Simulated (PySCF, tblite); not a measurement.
# C₄H₁₅AsSi₂: geometry, infrared bands and NMR shifts

Aim: predict the infrared bands and NMR shifts of C₄H₁₅AsSi₂ (`CC[Si](C)(C)[SiH2][AsH2]`).

The runs use tblite 0.8.0 and PySCF 2.14.0, with density-fitted response routines of our own; the level of theory stands in each step. All values are computed, except where a source is named. Atoms count from 0, in the outputs and in this text.

## 1. Starting geometry

22 atoms, charge 0, multiplicity 1; geometry from: force field or distance geometry start.

Bonds of the start (Å): C0–C1 1.51, C1–Si2 1.86, Si2–C3 1.89, Si2–C4 1.88, Si2–Si5 2.20, Si5–As6 2.33, C0–H7 1.12, C0–H8 1.10, C0–H9 1.13, C1–H10 1.11, C1–H11 1.11, C3–H12 1.10, C3–H13 1.12, C3–H14 1.12, C4–H15 1.10, C4–H16 1.10, C4–H17 1.10, Si5–H18 1.48, Si5–H19 1.47, As6–H20 1.57, As6–H21 1.57.

## 2. Optimising the geometry with GFN2-xTB

What the job is given:

```
{"job": {"kind": "relax", "xc": "GFN2-xTB", "basis": "xTB"}, "charge": 0, "multiplicity": 1}
C     -1.397300     0.107800     1.966700
C     -1.479000    -0.745100     0.727100
Si    -0.247800    -0.248200    -0.580700
C     -0.484200     1.563700    -1.065100
C     -0.668400    -1.297600    -2.077600
Si     1.852700    -0.585800    -0.009200
As     2.658000     1.069500     1.415600
H     -1.271700    -0.537400     2.872200
H     -0.559000     0.826200     1.951200
H     -2.398500     0.612400     2.128000
H     -1.337300    -1.808200     1.000400
H     -2.491100    -0.627200     0.280700
H     -1.200300     1.546900    -1.903100
H      0.495700     2.017200    -1.355500
H     -0.922200     2.109200    -0.195600
H     -0.122700    -2.244700    -1.933900
H     -1.759500    -1.448200    -2.043400
H     -0.360700    -0.830100    -3.029000
H      2.681500    -0.502500    -1.228200
H      2.069600    -1.924700     0.552800
H      2.883200     2.372400     0.565600
H      4.048500     0.593700     1.960000
```

The run is started by

```console
$ OMP_NUM_THREADS=1 python probes_run.py task.json out
```

This one command runs all jobs of the session in turn.

Log:

```text
step      E/eV     max force
  0    -597.68048    2.501
  1    -597.97135    1.492
  2    -598.23649    0.984
  3    -598.40375    0.917
  4    -598.55988    0.705
  5    -598.61643    0.577
  6    -598.64852    0.355
  7    -598.66456    0.471
  8    -598.68335    0.556
  9    -598.70164    0.399
 10    -598.71237    0.215
 11    -598.71797    0.173
 12    -598.72319    0.200
 13    -598.72930    0.242
 14    -598.73568    0.219
 15    -598.74097    0.175
 16    -598.74458    0.178
 17    -598.74678    0.111
 18    -598.74829    0.098
 19    -598.74941    0.082
 20    -598.75023    0.106
 21    -598.75098    0.096
 22    -598.75184    0.071
 23    -598.75286    0.079
 24    -598.75402    0.085
 25    -598.75533    0.119
 26    -598.75669    0.110
 27    -598.75784    0.072
 28    -598.75879    0.075
 29    -598.75972    0.066
 30    -598.76091    0.098
 31    -598.76273    0.135
 32    -598.76538    0.159
 33    -598.76870    0.156
 34    -598.77231    0.131
 35    -598.77564    0.131
 36    -598.77852    0.153
 37    -598.78164    0.141
 38    -598.78523    0.139
 39    -598.78915    0.170
 40    -598.79370    0.206
 41    -598.79889    0.223
 42    -598.80237    0.215
 43    -598.80428    0.173
 44    -598.80881    0.113
 45    -598.81122    0.121
 46    -598.81372    0.142
 47    -598.81659    0.153
 48    -598.82056    0.167
 49    -598.82515    0.151
 50    -598.82951    0.193
 51    -598.83188    0.346
 52    -598.83777    0.248
 53    -598.84302    0.106
 54    -598.84885    0.135
 55    -598.85253    0.161
 56    -598.85584    0.145
 57    -598.85946    0.119
 58    -598.86280    0.133
 59    -598.86567    0.200
 60    -598.86932    0.156
 61    -598.87369    0.100
 62    -598.87738    0.119
 63    -598.88072    0.138
 64    -598.88369    0.122
 65    -598.88607    0.129
 66    -598.88854    0.122
 67    -598.89129    0.103
 68    -598.89377    0.117
 69    -598.89558    0.100
 70    -598.89716    0.077
 71    -598.89887    0.088
 72    -598.90100    0.088
 73    -598.90250    0.050
 74    -598.90319    0.044
 75    -598.90373    0.046
 76    -598.90440    0.052
 77    -598.90502    0.054
 78    -598.90549    0.043
 79    -598.90587    0.056
 80    -598.90639    0.066
 81    -598.90723    0.070
 82    -598.90837    0.090
 83    -598.90945    0.075
 84    -598.91027    0.061
 85    -598.91100    0.057
 86    -598.91183    0.069
 87    -598.91274    0.082
 88    -598.91351    0.079
 89    -598.91408    0.058
 90    -598.91457    0.057
 91    -598.91503    0.061
 92    -598.91538    0.038
 93    -598.91558    0.031
 94    -598.91571    0.031
 95    -598.91584    0.032
 96    -598.91605    0.041
 97    -598.91630    0.048
 98    -598.91662    0.051
 99    -598.91702    0.048
100    -598.91747    0.044
101    -598.91781    0.037
102    -598.91801    0.028
103    -598.91817    0.032
104    -598.91839    0.034
105    -598.91870    0.045
106    -598.91908    0.041
107    -598.91939    0.042
108    -598.91965    0.032
109    -598.91984    0.028
110    -598.92003    0.027
111    -598.92018    0.025
112    -598.92037    0.031
113    -598.92058    0.035
114    -598.92087    0.037
115    -598.92118    0.035
116    -598.92142    0.029
117    -598.92155    0.023
118    -598.92163    0.021
119    -598.92171    0.019
120    -598.92180    0.023
121    -598.92191    0.022
122    -598.92204    0.024
123    -598.92219    0.028
124    -598.92234    0.035
125    -598.92247    0.034
126    -598.92260    0.027
127    -598.92276    0.026
128    -598.92295    0.030
129    -598.92315    0.032
130    -598.92333    0.031
131    -598.92350    0.032
132    -598.92367    0.036
133    -598.92383    0.029
134    -598.92398    0.025
135    -598.92412    0.031
136    -598.92429    0.034
137    -598.92449    0.026
138    -598.92469    0.027
139    -598.92489    0.027
140    -598.92508    0.031
141    -598.92528    0.033
142    -598.92543    0.032
143    -598.92556    0.022
144    -598.92568    0.026
145    -598.92581    0.026
146    -598.92595    0.023
147    -598.92607    0.025
148    -598.92619    0.022
149    -598.92630    0.023
150    -598.92642    0.022
151    -598.92652    0.025
152    -598.92661    0.023
153    -598.92668    0.019
154    -598.92674    0.015
155    -598.92680    0.018
156    -598.92689    0.021
157    -598.92700    0.023
158    -598.92713    0.029
159    -598.92727    0.031
160    -598.92741    0.027
161    -598.92755    0.024
162    -598.92768    0.022
163    -598.92779    0.023
164    -598.92789    0.025
165    -598.92799    0.021
166    -598.92811    0.030
167    -598.92824    0.027
168    -598.92836    0.030
169    -598.92847    0.026
170    -598.92858    0.019
171    -598.92867    0.021
172    -598.92877    0.023
173    -598.92891    0.027
174    -598.92911    0.033
175    -598.92937    0.035
176    -598.92960    0.033
177    -598.92976    0.030
178    -598.92986    0.022
179    -598.92994    0.019
180    -598.93001    0.021
181    -598.93008    0.027
182    -598.93015    0.023
183    -598.93020    0.017
184    -598.93023    0.021
185    -598.93026    0.016
186    -598.93030    0.013
187    -598.93033    0.013
188    -598.93036    0.013
189    -598.93039    0.014
190    -598.93043    0.012
191    -598.93046    0.014
192    -598.93050    0.017
193    -598.93055    0.021
194    -598.93062    0.021
195    -598.93070    0.025
196    -598.93078    0.029
197    -598.93085    0.025
198    -598.93092    0.023
199    -598.93099    0.023
200    -598.93107    0.022
201    -598.93114    0.017
202    -598.93120    0.019
203    -598.93126    0.015
204    -598.93132    0.017
205    -598.93137    0.015
206    -598.93141    0.014
207    -598.93143    0.012
208    -598.93146    0.011
209    -598.93147    0.008
```

Run time: 2.9 s. Hardware: 1 thread of Intel Xeon at 2.70GHz, shared host; peak memory 0.18 GiB.

Step by step: (not every step is listed)

```
step  energy from step 0 (eV)  largest force (eV/Å)
   0                   0.0000                2.5014
   1                  -0.2909                1.4918
   2                  -0.5560                0.9844
   3                  -0.7233                0.9169
   4                  -0.8794                0.7054
   5                  -0.9360                0.5768
   6                  -0.9680                0.3547
   7                  -0.9841                0.4709
   8                  -1.0029                0.5562
  27                  -1.0774                0.0721
  46                  -1.1332                0.1423
  65                  -1.2056                0.1290
  84                  -1.2298                0.0608
 103                  -1.2377                0.0316
 122                  -1.2416                0.0237
 141                  -1.2448                0.0330
 160                  -1.2469                0.0266
 179                  -1.2495                0.0186
 198                  -1.2504                0.0233
 204                  -1.2508                0.0170
 205                  -1.2509                0.0154
 206                  -1.2509                0.0139
 207                  -1.2509                0.0118
 208                  -1.2510                0.0106
 209                  -1.2510                0.0082
```

Distances of close pairs at the start and the end, largest changes first:

| bond | before (Å) | after (Å) | change (Å) |
| --- | --- | --- | --- |
| Si2–Si5 | 2.203 | 2.337 | +0.134 |
| As6–H20 | 1.572 | 1.500 | -0.072 |
| As6–H21 | 1.567 | 1.498 | -0.069 |
| C1–Si2 | 1.864 | 1.922 | +0.059 |
| C0–H9 | 1.133 | 1.090 | -0.043 |
| Si2–C4 | 1.876 | 1.909 | +0.033 |
| C3–H13 | 1.118 | 1.087 | -0.031 |
| C0–H7 | 1.119 | 1.089 | -0.030 |

The end geometry stands in the next job.

## 3. Infrared spectrum with GFN2-xTB

What the job is given:

```
{"job": {"kind": "ir", "xc": "GFN2-xTB", "basis": "xTB"}, "charge": 0, "multiplicity": 1}
C     -1.162653    -0.112680     2.068352
C     -1.524127    -0.727747     0.721782
Si    -0.264351    -0.270937    -0.656275
C     -0.563939     1.566785    -1.108216
C     -0.652850    -1.329947    -2.196198
Si     1.915818    -0.494817     0.153904
As     2.321519     1.284127     1.604188
H     -1.918056    -0.337342     2.819646
H     -0.207333    -0.502754     2.423320
H     -1.078129     0.971237     1.988611
H     -1.573442    -1.812131     0.832851
H     -2.526989    -0.400611     0.440297
H     -1.597544     1.767090    -1.376722
H      0.055475     1.869099    -1.948398
H     -0.310833     2.214045    -0.269347
H     -0.505169    -2.385429    -1.991564
H     -1.677567    -1.199191    -2.530997
H     -0.001158    -1.063558    -3.022044
H      2.909907    -0.607730    -0.930021
H      2.089980    -1.745803     0.920810
H      2.455020     2.252920     0.466620
H      3.806012     1.084758     1.588553
```

Log:

```text
mode    cm-1     km/mol
  1      29.0      0.10
  2      54.5      0.15
  3      72.6      0.29
  4     105.4      0.17
  5     111.4      0.17
  6     114.0      0.44
  7     120.8      0.28
  8     139.9      0.22
  9     155.3      1.80
 10     176.6      4.34
 11     184.9     15.57
 12     259.8      1.27
 13     304.9     10.76
 14     342.9     13.27
 15     358.5      9.39
 16     416.8      3.79
 17     516.9      1.08
 18     580.6    220.15
 19     631.6    118.17
 20     643.4     87.00
 21     682.0     95.59
 22     696.3     12.83
 23     718.0     12.92
 24     737.2     20.78
 25     777.7      1.01
 26     805.4     29.09
 27     823.0    370.24
 28     830.8    113.50
 29     834.7    102.70
 30     971.2     14.75
 31    1014.9     33.65
 32    1015.5    132.23
 33    1073.8      7.76
 34    1238.4      4.81
 35    1281.2      6.14
 36    1367.6     13.05
 37    1370.6      6.66
 38    1410.8      0.51
 39    1480.2      0.31
 40    1485.3      1.42
 41    1488.2      0.24
 42    1489.2      1.19
 43    1493.7      0.24
 44    1497.0      5.24
 45    1509.5      5.92
 46    1918.2    606.27
 47    1930.9    623.42
 48    2111.4    420.14
 49    2131.3    313.97
 50    2962.0     17.81
 51    2978.6     16.28
 52    2983.3     80.49
 53    2994.0     26.25
 54    2999.7     68.75
 55    3017.0     35.80
 56    3029.1     21.53
 57    3030.6     13.20
 58    3036.4     43.64
 59    3045.8     42.54
 60    3047.0     14.93
```

It took 1.6 s on 1 thread of Intel Xeon at 2.70GHz, shared host; peak memory 0.18 GiB.

The strongest bands and the atoms that carry them (share of the mass-weighted mode):

| cm⁻¹ | km/mol | atoms |
| --- | --- | --- |
| 581 | 220.2 | H21 36 %, H18 32 %, H19 24 % |
| 632 | 118.2 | H21 21 %, C1 19 %, Si2 13 %, C3 12 % |
| 823 | 370.2 | H19 26 %, H18 23 %, H15 11 %, H16 11 % |
| 1016 | 132.2 | H20 40 %, H21 39 % |
| 1918 | 606.3 | H20 97 % |
| 1931 | 623.4 | H21 97 % |
| 2111 | 420.1 | H19 94 % |
| 2131 | 314.0 | H18 94 % |

## 4. Shielding tensors: PBE0/pcSseg-1

Settings changed since step 3:

```diff
@@ -1,2 +1,2 @@
-{"job": {"kind": "ir", "xc": "GFN2-xTB", "basis": "xTB"}, "charge": 0, "multiplicity": 1}
+{"job": {"kind": "nmr", "xc": "PBE0", "basis": "pcSseg-1"}, "charge": 0, "multiplicity": 1}
 C     -1.162653    -0.112680     2.068352
```

Level: GIAO PBE0/pcSseg-1 NMR shielding, non-relativistic, gas phase.

Log:

```text
coarse grid: 77960 points
cycle   1  E = -2975.2704630267  dE = -6.629e-01  |g| = 8.331e-01  |ddm| = 4.106e+00
cycle   2  E = -2975.2534981834  dE =  1.696e-02  |g| = 7.266e-01  |ddm| = 9.651e-01
cycle   3  E = -2975.3499941837  dE = -9.650e-02  |g| = 1.087e-01  |ddm| = 6.526e-01
cycle   4  E = -2975.3530302345  dE = -3.036e-03  |g| = 2.458e-02  |ddm| = 1.360e-01
cycle   5  E = -2975.3531480575  dE = -1.178e-04  |g| = 5.190e-03  |ddm| = 2.782e-02
cycle   6  E = -2975.3531543103  dE = -6.253e-06  |g| = 1.279e-03  |ddm| = 6.756e-03
final grid: 162344 points
cycle   7  E = -2975.3531858283  dE =  1.108e-07  |g| = 1.540e-03  |ddm| = 4.350e-03
cycle   8  E = -2975.3531854121  dE =  4.163e-07  |g| = 2.019e-03  |ddm| = 4.115e-03
cycle   9  E = -2975.3531864973  dE = -1.085e-06  |g| = 1.047e-04  |ddm| = 2.217e-03
cycle  10  E = -2975.3531864995  dE = -2.247e-09  |g| = 1.807e-05  |ddm| = 1.217e-04
cycle  11  E = -2975.3531864996  dE = -7.458e-11  |g| = 3.348e-06  |ddm| = 1.771e-05
converged SCF energy = -2975.3531864996

GIAO shielding tensors (ppm)
atom      isotropic    diamagn.    paramagn.     s11        s22        s33       span
  0 C      171.869     248.738     -76.869    165.188    171.668    178.752     13.563
  1 C      172.326     254.069     -81.744    167.962    171.674    177.341      9.378
  2 Si     361.791     881.434    -519.643    348.596    356.154    380.622     32.026
  3 C      189.530     255.417     -65.887    184.438    189.123    195.029     10.591
  4 C      187.341     253.288     -65.947    182.965    185.872    193.185     10.220
  5 Si     443.748     881.787    -438.039    418.205    439.466    473.571     55.366
  6 As    2011.825    2878.385    -866.560   1881.111   1962.759   2191.605    310.495
  7 H       30.211      28.812       1.399     24.530     27.668     38.436     13.906
  8 H       30.573      31.413      -0.840     25.614     30.885     35.219      9.605
  9 H       30.651      31.850      -1.199     26.823     30.386     34.742      7.919
 10 H       30.892      32.660      -1.768     26.272     29.462     36.942     10.671
 11 H       30.955      32.639      -1.684     26.362     29.279     37.225     10.863
 12 H       31.629      31.882      -0.253     27.068     28.362     39.456     12.387
 13 H       31.702      32.136      -0.434     27.745     28.743     38.619     10.874
 14 H       31.373      33.543      -2.170     26.254     30.930     36.936     10.683
 15 H       31.584      31.130       0.454     26.858     29.136     38.757     11.899
 16 H       31.454      30.777       0.677     26.792     28.903     38.668     11.876
 17 H       31.631      30.947       0.685     26.818     29.196     38.879     12.061
 18 H       27.631      30.348      -2.718     23.066     25.779     34.047     10.981
 19 H       27.827      30.337      -2.511     24.426     25.513     33.541      9.115
 20 H       30.061      30.442      -0.381     21.827     26.381     41.974     20.147
 21 H       29.671      28.780       0.892     21.678     23.553     43.782     22.104
```

Run time: 83 s. Hardware: 1 thread of Intel Xeon at 2.70GHz, shared host; peak memory 1 GiB.

The references, computed at this level on geometries of the same kind, shield at (ppm): 1H TMS 31.72, 13C TMS 186.9, 29Si TMS 349.2, 75As AsH3 1989. Their shielding less the atom's gives the shift. The references are single molecules in the gas phase. Shifts against hydride references such as AlH4− lie on their own scale. Atoms listed in one row are averaged.

```
                       atoms                               environment  σ (ppm)  δ (ppm)
                          C0                             methyl carbon    171.9     15.1
                          C1                      sp3 CH2 bonded to Si    172.3     14.6
                      C3, C4                methyl carbon bonded to Si    188.4     -1.5
                    H18, H19    hydrogen on a silicon bonded to As, Si    27.73     3.99
                    H20, H21       hydrogen on an arsenic bonded to Si    29.87     1.85
                  H7, H8, H9               hydrogen on a methyl carbon    30.48     1.24
                    H10, H11       hydrogen on an sp3 CH2 bonded to Si    30.92     0.79
H12, H13, H14, H15, H16, H17  hydrogen on a methyl carbon bonded to Si    31.56     0.15
                         Si2                 silicon bonded to 3 C, Si    361.8    -12.6
                         Si5             silicon bonded to As, Si, 2 H    443.7    -94.6
                         As6                 arsenic bonded to Si, 2 H     2012      -23
```

The run also stored atomic charges by several schemes (e):

```
 atoms  Mulliken    IAO  Hirshfeld  ESP fit
    C0     -0.30  -0.40      -0.12    -0.39
    C1     -0.55  -0.52      -0.16     0.04
   Si2      0.59   0.79       0.32     0.57
C3, C4     -0.60  -0.70      -0.22    -0.68
   Si5      0.24   0.20       0.16     0.21
   As6     -0.34  -0.04       0.05    -0.22
```

Mayer bond orders: C0–C1 1.05, C1–Si2 0.91, Si2–C3 0.96, Si2–C4 0.97, Si2–Si5 0.90, Si5–As6 0.94.

## 5. Results

| quantity | value |
| --- | --- |
| strongest single infrared mode (GFN2-xTB) | 1931 cm⁻¹, 623 km/mol |
| zero-point energy (GFN2-xTB) | 106.7 kcal/mol |
| 13C shifts against TMS (PBE0/pcSseg-1, means over atoms taken as alike) | 15.1, 14.6, -1.5 ppm |
| 1H shifts against TMS (PBE0/pcSseg-1, means over atoms taken as alike) | 3.99, 1.85, 1.24, 0.79, 0.15 ppm |
| 29Si shifts against TMS (PBE0/pcSseg-1) | -12.6, -94.6 ppm |
| 75As shifts against AsH3 (PBE0/pcSseg-1) | -23 ppm |

Relaxing lowered the energy by 1.251 eV in 209 steps; the close pair that moved most is Si2–Si5, from 2.203 to 2.337 Å. No mode is imaginary among the 60: a minimum at this level. The strongest single mode, at 1931 cm⁻¹, moves mainly H21. Unscaled tight-binding wavenumbers are off by several per cent, some by more. Its intensities can rank the bands wrongly. At PBE0/pcSseg-1: The largest span, 310 ppm, is at As6, where the paramagnetic term is -867 ppm. Spin-orbit coupling is left out, which matters for shieldings and couplings at and beside the heavy atoms.
